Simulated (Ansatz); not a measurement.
CsLiCr2Te2S3:

```
CELL_PARAMETERS angstrom
3.60358 0.00000 0.00000
-1.80179 3.12079 0.00000
0.00000 0.00000 19.06651
ATOMIC_POSITIONS crystal
Cs 0.00000 0.00000 0.37399
Li 0.66667 0.33333 0.01607
Cr 0.00000 0.00000 0.86637
Cr 0.33333 0.66667 0.16833
Te 0.33333 0.66667 0.53891
Te 0.66667 0.33333 0.77276
S 0.00000 0.00000 0.10030
S 0.33333 0.66667 0.92920
S 0.66667 0.33333 0.23408
```

The cell was built by a generator and needn't be a form met in nature.

Base run:

| Property | Result |
| --- | --- |
| Program | Ansatz 0.2.0 |
| Functional | PBE |
| Potentials or basis | Ansatz PAW |
| Cutoff | 420 eV (not typed: the program's choice for these potentials) |
| k mesh | 9 × 9 × 2 |
| Occupations | fermi-dirac, width 0.05 eV |
| Spin | collinear spin, ferromagnetic start |
| Starting moments | [0.0, 0.0, 3.0, 3.0, 0.0, 0.0, 0.0, 0.0, 0.0] μB |

Its results: band gap on the k mesh none (metal or under the smearing width); pressure 0.0 GPa; net moment 5.64 μB per cell; site moments Cs +0.00; Li -0.01; Cr +2.58, +2.74; Te -0.01, -0.15; S -0.05, -0.06 μB; largest force 0.033 eV/Å.

Task: The run is repeated on the same cell with these changes: functional from PBE to revPBE. What comes out?

Result: Band gap on the k mesh none (metal or under the smearing width); pressure 1.6 GPa; net moment 5.65 μB per cell; site moments Cs +0.00; Li -0.01; Cr +2.61, +2.75; Te -0.01, -0.15; S -0.05, -0.07, -0.06 μB; largest force 0.088 eV/Å.

revPBE binds less tightly than PBE, so the same cell stands under more pressure.

Caveats: only a ferromagnetic start was run, and an antiferromagnetic order may lie lower in energy; spin-orbit coupling is left out, which moves the levels of the heavy elements (some runs); the PAW data sets come from PBE, with cores solved anew for the run's functional, which leaves a small shift of forces and pressure (some runs).
